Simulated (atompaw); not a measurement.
# Hafnium: generating and testing a PAW (atompaw) potential

Task: generate the file, and judge it by its logarithmic derivatives, its ghosts and its cutoff.

The numbers are computed with atompaw 4.2.0.5 (PBE, scalar-relativistic, spin-unpolarised reference atom).

## (1) The design

Typed settings, in words:

| Property | Result |
| --- | --- |
| element | hafnium (Hf, Z = 72) |
| type | PAW |
| frozen core | [Kr] 4d10 4f14 |
| valence charge | 12 |
| reference configuration | 5s2 5p6 5d2 6s1 6p0 (charge +1) |
| partial waves | 5s (bound): rc 1.55 bohr; 6s (bound): rc 2.00 bohr; 5p (bound): rc 1.50 bohr; 6p (bound, empty): rc 2.00 bohr; 5d (bound): rc 0.65 bohr; 5d channel at 0.6 Ry: rc 0.65 bohr |
| local potential | bessel scheme, radius 1.65 bohr |
| core correction | smooth core density matched at 1.25 bohr |
| augmentation charge | sinc compensation charge, radius 1.90 bohr; PAW radius 2.00 bohr; waves and projectors: custom rrkj gramschmidtortho |

An earlier all-electron run gives the scale for the radii.

All-electron outer shells of the reference configuration (PBE, scalar-relativistic, ld1.x):

| shell | level (eV) | outermost node (bohr) | outermost maximum (bohr) |
| --- | --- | --- | --- |
| 4d | -213.60 | 0.23 | 0.47 |
| 5s | -73.94 | 0.55 | 1.01 |
| 5p | -42.51 | 0.60 | 1.16 |
| 4f | -23.76 | – | 0.45 |
| 6s | -10.97 | 1.36 | 2.78 |
| 5d | -9.21 | 0.67 | 1.67 |
| 6p | -6.36 | 1.64 | 3.62 |

## (2) Generating the potential

Hf.input

```
Hf 72
GGA-PBE scalarrelativistic loggrid 2001 logderivrange -7 5 301
6 6 5 4 0 0
6 0 1
6 1 0
5 2 2
0 0 0
c
c
c
c
v
v
c
c
c
v
v
c
c
v
c
2
2.00 1.90 1.65 1.25
n
n
y
0.6
n
custom rrkj gramschmidtortho sinc
bessel
1.55
2.00
1.50
2.00
0.65
0.65
PWSCFOUT
UPFDX 0.0125d0 UPFXMIN -7.d0 UPFZMESH 72.d0
END
```

Launch:

```sh
atompaw < Hf.input > Hf.log
```

What does the calculation give? Wanted: cutoffs for 10 and 1 mRy, occupied levels; bound ghosts; largest phase difference near zero energy, channels read; lowest eigenvalue of the overlap; share of valence orbitals outside the PAW sphere; UPF file.

As calculated:

| quantity | value |
| --- | --- |
| cutoffs for 10 and 1 mRy, occupied levels | 260 Ry and 300 Ry |
| bound ghosts | d at -16.74 eV |
| largest phase difference near zero energy, channels read | 0.004 rad |
| lowest eigenvalue of the overlap (Bessel basis) | 0.038 (p) |
| share of valence orbitals outside the PAW sphere | 5s 3 %, 6s 90 %, 5p 9 %, 6p 96 %, 5d 53 % |
| UPF file | written |

In words: It has a bound ghost (d), a state that the atom doesn't have, and that rules the file out. By its cutoff, 260 Ry for the looser tolerance, it is very hard. The slowest occupied level is 5d: taken alone it needs 300 Ry to come within 1 mRy, against 35 Ry for 5p. Near zero energy the phases of the channels with partial waves agree within 0.004 rad. The pseudo curves have a pole with no partner nearby in the atom's: d at -1.23 Ry. Note that the frozen 4f shell (-24 eV) lies higher than the valence 5s shell (-74 eV). All of this concerns the isolated atom, not yet a solid.
